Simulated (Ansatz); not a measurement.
# CH6AlFGe, SMILES [CH3][Al]([F])[GeH3]: an atomisation energy

With Ansatz 0.2.0, Python API.

Notebook, run cell by cell (the value of a cell's last expression is shown):

```python
from collections import Counter

import ansatz
```

```python
params = {
    'basis': 'def2-TZVP',
    'xc': 'r2SCAN',
}


def total_energy(molecule, charge=0, unpaired=0):
    calc = (
        molecule.calculation()
        .basis(gaussian=params['basis'])
        .functional(params['xc'])
        .accuracy('high')
        .scf(lower_state_search='off')
    )
    if charge:
        calc = calc.charge(charge)
    if unpaired:
        calc = calc.spin('collinear', total=unpaired)
    return calc.run().report['free_energy_ev']
```

```python
molecule = (
    ansatz.Crystal.molecule()
    .atom('C', (0.0714, 1.4021, -1.249))
    .atom('Al', (0.823, 0.2001, 0.0683))
    .atom('F', (2.5403, 0.3367, 0.4739))
    .atom('Ge', (-0.4859, -1.4899, 1.1268))
    .atom('H', (0.5428, 1.324, -2.2527))
    .atom('H', (0.1338, 2.5073, -0.9053))
    .atom('H', (-1.027, 1.2118, -1.3791))
    .atom('H', (0.0472, -2.8883, 0.7983))
    .atom('H', (-0.5559, -1.2667, 2.7074))
    .atom('H', (-2.0066, -1.3882, 0.6143))
)
```

```python
# unpaired electrons of the ground-state atoms
unpaired = {'C': 2, 'Al': 1, 'F': 1, 'Ge': 2, 'H': 1}
counts = Counter(site.symbol for site in molecule.cartesian_sites)
atom_energy = {s: total_energy(ansatz.Crystal.molecule().atom(s, (0, 0, 0)), 0, unpaired[s]) for s in counts}
whole = total_energy(molecule, 0, 0)
for s, e in atom_energy.items():
    print(f'{s:2s} x{counts[s]}  {e:14.5f} eV')
print(f'CH6AlFGe: {whole:.5f} eV')
split = sum(counts[s] * e for s, e in atom_energy.items()) - whole
print(f'atomisation energy (no zero-point term): {96.485332 * split:.1f} kJ/mol, {split / sum(counts.values()):.3f} eV an atom')
```

    C  x1     -1029.48621 eV
    Al x1     -6594.15026 eV
    F  x1     -2713.72718 eV
    Ge x1    -56515.41913 eV
    H  x6       -13.60370 eV
    CH6AlFGe: -66967.98530 eV
    atomisation energy (no zero-point term): 3240.0 kJ/mol, 3.358 eV an atom

3240.0 kJ/mol from the electronic energies, without the zero-point term.

Reading the output:
- The settings weren't tested for convergence.
- The geometry is a force-field or estimated start, not a minimum of this method, and the basis set is short of its limit. All parts are taken at fixed geometry, without zero-point energy.
- Hardware and time: 34 s on 1 thread of Arm Neoverse V1 (shared host), peak memory 0.68 GiB.
